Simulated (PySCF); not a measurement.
# A diatomic session: SrC−

One table from this session's results is given with a row withheld; the runs are named, their logs left out.

Method: Sr def2-SVPD with ECP28, C def2-SVPD, scalar-relativistic core potentials; program: PySCF 2.14.0.

2 further runs of the same task are left out: 2 set aside as unsound or not needed.

Set-up of the first run:

A driver script around PySCF takes these settings:

```yaml
atoms: Sr, C
charge: -1
basis: Sr def2-SVPD with ECP28, C def2-SVPD
Hamiltonian: scalar-relativistic core potentials
basis_functions: 46
electrons_treated: 17
masses_in_u: 87.9056, 12.0000
levels: PBE0, PBE, r²SCAN, B3LYP, BHandHLYP, M06, ωB97X, HF, MP2, SCS-MP2, CCSD, CCSD(T)
grid: 80 radial by 434 angular points
occupations: held fixed by the projection of orbital angular momentum
dissociation_limit: Sr + C−, each in its ground configuration
starting_distance_in_angstrom: 2.520
values_of_2S_to_try: 1, 3
```

Started as:

```bash
> OMP_NUM_THREADS=1 python dia.py task.json out
```

Among the steps run: The job; First curve: PBE0; Other states along the same grid; PBE (GGA); r²SCAN; B3LYP (global hybrid GGA); BHandHLYP; M06 (hybrid meta-GGA); ωB97X; ROHF (mean field); Adding correlation.

One of the session's tables, all rows but one given; the rest of the session is left out.

It belongs to the step «The curves together». Energy (eV) from each level's lowest point:

| R (Å) | ROHF | ROHF-MP2 | ROHF-SCS-MP2 | ROHF-CCSD | ROHF-CCSD(T) |
| --- | --- | --- | --- | --- | --- |
| 2.199 | 0.750 | 0.555 | 0.574 | n/a | n/a |
| 2.301 | 0.382 | 0.255 | 0.267 | 0.262 | 0.257 |
| 2.404 | 0.159 | 0.085 | 0.091 | 0.088 | 0.086 |
| 2.480 | 0.063 | 0.022 | 0.025 | 0.023 | 0.022 |
| 2.557 | 0.014 | 0.000 | 0.000 | 0.000 | 0.000 |
| 2.634 | 0.000 | 0.010 | 0.008 | 0.009 | 0.010 |
| 2.736 | ? | ? | ? | ? | ? |
| 2.864 | 0.097 | 0.163 | 0.154 | 0.161 | 0.163 |
| 3.017 | 0.223 | 0.318 | 0.307 | 0.317 | 0.319 |
| 3.222 | 0.421 | 0.546 | 0.532 | n/a | n/a |

**Question.** Estimate the row for R (Å) = 2.736.

Worked estimate for «ROHF». A straight line through the neighbours (2.634, 0.000) and (2.864, 0.097) gives 0.000 + (0.097 − 0.000) × (2.736 − 2.634) / (2.864 − 2.634) = 0.043; a parabola fitted to 4 rows on both sides gives 0.028.

**Answer.** ROHF: 0.023; ROHF-MP2: 0.061; ROHF-SCS-MP2: 0.055; ROHF-CCSD: 0.059; ROHF-CCSD(T): 0.060. In «ROHF» the line misses by +0.020 and the parabola by +0.005.

The other levels ran on the lowest alone.
